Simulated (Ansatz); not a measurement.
# HfF5: the cost of one run

Method: DFT PBE, scalar-relativistic, plane waves, PAW, in Ansatz 0.2.0.

## 1. The system as given

It takes space group P6/mmm (No. 191, hexagonal). Conventional cell: a = 5.097 Å, b = 5.097 Å, c = 3.967 Å, α = 90.00°, β = 90.00°, γ = 120.00°. Around Hf (site symmetry 6/mmm) lie 18 F at 2.94 to 3.23 Å. Around F (site symmetry -6m2) lie 9 F at 2.47 to 2.94 Å and 3 Hf at 2.94 Å. F (site symmetry mmm) is surrounded by 8 F at 2.47 to 2.55 Å and 4 Hf at 3.23 Å.

Coordinates:

```cif
data_structure
_symmetry_space_group_name_H-M 'P 1'
_symmetry_Int_Tables_number 1
_cell_length_a 5.0971
_cell_length_b 5.0971
_cell_length_c 3.9665
_cell_angle_alpha 90.000
_cell_angle_beta 90.000
_cell_angle_gamma 120.000
_cell_volume 89.25
loop_
_atom_site_label
_atom_site_type_symbol
_atom_site_fract_x
_atom_site_fract_y
_atom_site_fract_z
_atom_site_occupancy
Hf1 Hf 0.00000 0.00000 0.00000 1
F1 F 0.33333 0.66667 0.00000 1
F2 F 0.66667 0.33333 0.00000 1
F3 F 0.50000 0.00000 0.50000 1
F4 F 0.50000 0.50000 0.50000 1
F5 F 0.00000 0.50000 0.50000 1
```

The cell is invented: species swapped into a database cell of ScBe5 (P6/mmm, No. 191), with Hf on the Sc sites and F on the Be sites. Its size is a rough estimate.

## 2. The guess as it stands, on a coarse mesh

The input, input.yaml:

```yaml
crystal:
  lattice:
    - [5.09712208, 0.0, 0.0]
    - [-2.54856104, 4.4142372, 0.0]
    - [0.0, 0.0, 3.96653509]
  atoms:
    - { symbol: Hf, position: [0.0, 0.0, 0.0] }
    - { symbol: F, position: [0.33333333, 0.66666667, 0.0] }
    - { symbol: F, position: [0.66666667, 0.33333333, 0.0] }
    - { symbol: F, position: [0.5, 0.0, 0.5] }
    - { symbol: F, position: [0.5, 0.5, 0.5] }
    - { symbol: F, position: [0.0, 0.5, 0.5] }
basis:
  ecutwfc: 420
kpoints:
  mp_grid: { grid: [6, 6, 4] }
hamiltonian:
  xc: pbe
scf:
  occupations: { method: gaussian, width: 0.1 }
  lower_state_search: "off"
output:
  forces: true
  stress: true
  eigenvalues: true
```

Launch:

```console
$ ansatz run input.yaml --threads 1 --pin off --max-ram 2560MiB --backend cpu --events-out ev --progress --plain --runs-dir out
```

**Question.** How long does this run take on 1 thread of Intel Xeon Platinum 8259CL at 2.50GHz (Skylake/Cascade Lake), shared host, and how much memory does it need?

About 4.7 s, with a peak of 0.43 GiB.
